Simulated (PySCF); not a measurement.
# Towards the basis-set limit for SiSe

What constants does extrapolated CCSD(T) give for SiSe, and what does each step add?

The runs use PySCF 2.14.0; CCSD(T) on RHF, scalar-relativistic core potentials.

### 1 Set-up

```
molecule             : SiSe
state                : singlet, unpaired electrons none
smaller basis        : Si cc-pV(T+d)Z, Se cc-pVTZ-PP with ECP10
larger basis         : Si cc-pV(Q+d)Z, Se cc-pVQZ-PP with ECP10
frozen core orbitals : 14
extrapolation        : correlation as n⁻³ (n = 3, 4), Hartree–Fock as (n+1)·exp(−9√n)
corrections          : core–valence correlation
distances (Å)        : 1.8218, 1.9046, 1.9874, 2.0702, 2.1530, 2.2565, 2.3600
masses (u)           : 27.9769, 79.9165
dissociation limit   : Si + Se
```

Launch:

```sh
$ OMP_NUM_THREADS=4 python comp.py task.json out
```

### 2 The runs

Before running it: what results should come out? Wanted: for each run, Re; ωe; ωexe; αe; De.

As calculated:

```
               level  Re (Å)  ωe (cm⁻¹)  ωexe (cm⁻¹)  αe (cm⁻¹)  De (eV)
CCSD(T)/cc-pVTZ(-PP)  2.0793      572.2         1.62   0.000745    5.321
CCSD(T)/cc-pVQZ(-PP)  2.0717      577.4         1.63   0.000749    5.507
              HF/CBS  2.0369      631.6         1.40   0.000658    3.248
             MP2/CBS  2.0656      586.7         1.44   0.000716    5.807
            CCSD/CBS  2.0539      604.7         1.46   0.000693    5.326
         CCSD(T)/CBS  2.0675      581.5         1.62   0.000746    5.639
      CCSD(T)/CBS+CV  2.0568      585.7         1.64   0.000758    5.711
```

**Reading.** The last step gives Re = 2.0568 Å, ωe = 585.7 cm⁻¹ and De = 5.711 eV; the smaller basis alone is off from it by +22.5 mÅ and -0.39 eV. Near the minimum the mean field binds by 3.23 eV and correlation adds 2.41 eV of binding. T1 is 0.025, large enough to doubt a single reference. Spin–orbit coupling and excitations beyond (T) are left out.
